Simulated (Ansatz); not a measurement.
# GeH₂Br+ (triplet): wave-function methods side by side, cc-pVTZ

An exercise on one series of results from a longer session: the logs are not shown, and one member is left open.

Computed with Ansatz 0.2.0, Gaussian basis. Level: cc-pVTZ, core rule «outside noble gas», up to 28 orbitals frozen.

The runs, in order: UHF; CCSD(T) on ROHF; CCSD(T) on UHF; CCSDT(Q) on ROHF; CCSDT(Q) on UHF.

8 further runs of the same task are left out: 2 for a known fault of the program, 1 that didn't finish, 5 set aside as unsound or not needed.

## What is computed

The geometry is a PBE0/def2-TZVP stationary point (not a proven minimum) of the parent state, kept for this charge and spin. No spin-orbit coupling is included. The filled d shell of Ge, Br may be among the frozen orbitals whatever the setting's name suggests; the logs give the count.

4 atoms, charge 1, spin multiplicity 3.

Atoms are counted from 1 here; the program's logs count them from 0.

Bond lengths: Ge1–Br2 2.790 Å, Ge1–H3 1.574 Å, Ge1–H4 1.646 Å. Angles: Br2–Ge1–H3 155.4°, Br2–Ge1–H4 44.3°, H3–Ge1–H4 111.1°.

The first run:

Contents of in.yaml:

```yaml
crystal:
  periodic: [false, false, false]
  atoms:
    - {symbol: Ge, position_ang: [-0.000002, 0.461112, 0.627548]}
    - {symbol: Br, position_ang: [-0.000001, 0.417603, -2.162594]}
    - {symbol: H, position_ang: [0.000013, -0.172647, 2.068221]}
    - {symbol: H, position_ang: [-0.000010, -0.706068, -0.533175]}
basis:
  gaussian: {orbitals: cc-pVTZ}
total_charge: 1
magnetization: {spin_polarized: true, initial_magnetization: 2}
hamiltonian: {xc: hf}
output: {orbitals: {seedname: orbitals}}
```

Run with:

```sh
$ ansatz run in.yaml --threads 1 --pin off --events-out ev --progress --plain --max-ram 4096MiB --backend cpu
```

Steps of the session up to this table: UHF; CCSD(T) on ROHF; CCSD(T) on UHF; CCSDT(Q) on ROHF; CCSDT(Q) on UHF.

One table of the session follows, with a row left open; its other results are not shown here.

```
   method  from UCCSDT(Q) (kJ/mol)
     ROHF                   +767.4
      UHF                   +742.3
     RMP2                   +134.6
     UMP2                   +135.4
    RCCSD                    +38.1
    UCCSD                    +36.6
 RCCSD(T)                     +7.9
 UCCSD(T)                     +7.2
   RCCSDT                     +2.8
   UCCSDT                     +2.0
RCCSDT(Q)                        ?
UCCSDT(Q)                        0
```

**Question.** Estimate the row for RCCSDT(Q).

As computed: from UCCSDT(Q) (kJ/mol): +1.0. In the column «from UCCSDT(Q) (kJ/mol)» it lies between UCCSDT(Q) (0) and UCCSDT (+2.0).

Limits of these values: Restricted and unrestricted rows rest on different reference determinants; where their highest levels disagree by more than a few hundredths of an eV, they describe different states and don't form one ladder.
